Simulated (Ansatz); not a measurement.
# KHf3O: the cost of one run

Program: Ansatz 0.2.0. Level of theory: DFT PBE, scalar-relativistic, plane waves, PAW. These are calculated values, not measurements.

**1. The structure to begin with**

The structure is orthorhombic, space group Immm (No. 71). Conventional cell: a = 5.572 Å, b = 5.872 Å, c = 7.059 Å, α = 90.00°, β = 90.00°, γ = 90.00°. K (site symmetry mmm) is surrounded by 2 Hf at 2.79 Å and 2 O at 2.94 Å. Hf (site symmetry mm2) is surrounded by 1 O at 1.65 Å and 1 Hf at 1.88 Å. Hf (site symmetry mmm) is surrounded by 2 Hf at 1.88 Å. Around O (site symmetry mmm) lie 2 Hf at 1.65 Å.

Coordinates:

```cif
data_structure
_symmetry_space_group_name_H-M 'P 1'
_symmetry_Int_Tables_number 1
_cell_length_a 5.3704
_cell_length_b 5.3704
_cell_length_c 5.3704
_cell_angle_alpha 117.495
_cell_angle_beta 113.719
_cell_angle_gamma 97.821
_cell_volume 115.49
loop_
_atom_site_label
_atom_site_type_symbol
_atom_site_fract_x
_atom_site_fract_y
_atom_site_fract_z
_atom_site_occupancy
K1 K 0.00000 0.00000 0.00000 1
Hf1 Hf 0.73357 0.23357 0.50000 1
Hf2 Hf 0.26643 0.76643 0.50000 1
Hf3 Hf 0.00000 0.50000 0.50000 1
O1 O 0.50000 0.00000 0.50000 1
```

Recipe of the guess: random cell by space group and Wyckoff sites (Immm, No. 71). Lengths come from tabulated atomic sizes and are only a guess.

**2. A first look at the guess**

input.yaml

```yaml
crystal:
  lattice:
    - [-2.78620087, 2.93593335, 3.52961238]
    - [2.78620087, -2.93593335, 3.52961238]
    - [2.78620087, 2.93593335, -3.52961238]
  atoms:
    - { symbol: K, position: [0.0, 0.0, 0.0] }
    - { symbol: Hf, position: [0.73357316, 0.23357316, 0.5] }
    - { symbol: Hf, position: [0.26642684, 0.76642684, 0.5] }
    - { symbol: Hf, position: [0.0, 0.5, 0.5] }
    - { symbol: O, position: [0.5, 0.0, 0.5] }
basis:
  ecutwfc: 420
kpoints:
  mp_grid: { grid: [4, 4, 4] }
hamiltonian:
  xc: pbe
scf:
  occupations: { method: gaussian, width: 0.1 }
  lower_state_search: "off"
output:
  forces: true
  stress: true
  eigenvalues: true
```

Launch:

```bash
> ansatz run input.yaml --threads 1 --pin off --max-ram 2560MiB --backend cpu --events-out ev --progress --plain --runs-dir out
```

What time and memory should one allow on 1 thread of Arm Neoverse V2, shared host?

About 8.8 s, with a peak of 0.41 GiB.
